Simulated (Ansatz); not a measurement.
# GaBGeH (doublet): from Hartree-Fock to the top rungs at a displaced geometry (v2), cc-pVDZ

One table from this session's results is given with a row withheld; the runs are named, their logs left out.

Computed with Ansatz 0.2.0, Gaussian basis. Level: cc-pVDZ, core rule «outside noble gas», up to 29 orbitals frozen.

The runs, in order: UHF; CCSD(T) on ROHF; BCCD(T) on ROHF; CISD as a restricted active space (open shells left free, so some higher excitations enter); CCSDT(Q) on ROHF; CCSDT(Q) on UHF; CASSCF and MRCISD+Q, 9 electrons in 9 orbitals; CASSCF and NEVPT2, 9 electrons in 9 orbitals.

30 further runs of the same task are left out: 1 for a known fault of the program, 17 that didn't finish, 12 set aside as unsound or not needed. Runs told in other sessions of the task aren't counted.

## The system

The geometry is a PBE0/def2-TZVP stationary point (not a proven minimum) with its atoms shifted at random (size 0.100 Å). No spin-orbit coupling is included. The filled d shell of Ge, Ga may be among the frozen orbitals whatever the setting's name suggests.

4 atoms, charge 0, spin multiplicity 2.

Atoms are counted from 1 here; the program's logs count them from 0.

Bond lengths: B1–Ge2 1.910 Å, B1–Ga3 2.284 Å, B1–H4 1.110 Å, Ge2–Ga3 2.462 Å. Angles: Ge2–B1–Ga3 71.3°, Ge2–B1–H4 171.8°, Ga3–B1–H4 114.9°, B1–Ge2–Ga3 61.5°, B1–Ga3–Ge2 47.3°.

The first run:

The input, in.yaml:

```yaml
crystal:
  periodic: [false, false, false]
  atoms:
    - {symbol: B, position_ang: [0.117621, 1.534671, 0.292432]}
    - {symbol: Ge, position_ang: [-0.047254, -0.146553, 1.183781]}
    - {symbol: Ga, position_ang: [0.029367, -0.122377, -1.276973]}
    - {symbol: H, position_ang: [0.112475, 2.566380, -0.116025]}
basis:
  gaussian: {orbitals: cc-pVDZ}
magnetization: {spin_polarized: true, initial_magnetization: 1}
hamiltonian: {xc: hf}
output: {orbitals: {seedname: orbitals}}
```

Run with:

```
> ansatz run in.yaml --threads 1 --pin off --events-out ev --progress --plain --max-ram 2393MiB
```

Steps of the session up to this table: UHF; CCSD(T) on ROHF; BCCD(T) on ROHF; CISD as a restricted active space (open shells left free, so some higher excitations enter); CCSDT(Q) on ROHF; CCSDT(Q) on UHF; CASSCF and MRCISD+Q, 9 electrons in 9 orbitals; CASSCF and NEVPT2, 9 electrons in 9 orbitals.

One table of the session follows, with a row left open; its other results are not shown here.

```
           method  from RCCSDT(Q) (meV)
             ROHF               +7067.8
             RMP2               +1175.2
            RCCSD                +489.0
         RCCSD(T)                 +73.2
          BCCD(T)                 +71.9
           RCCSDT                 +39.2
        RCCSDT(Q)                     0
  CASSCF frontier               +4732.2
  NEVPT2 frontier               +1129.9
  MRCISD frontier                     ?
MRCISD+Q frontier                 +48.4
```

Estimate the missing values for MRCISD frontier.

As computed: from RCCSDT(Q) (meV): +497.0. In the column «from RCCSDT(Q) (meV)» it lies between RCCSD (+489.0) and NEVPT2 frontier (+1129.9).

Not comparable, so not listed: CISD as a restricted active space (open shells left free, so some higher excitations enter); CCSDT(Q) on UHF (they don't share determinant, frozen orbitals or solution with the rows shown, or repeat one).
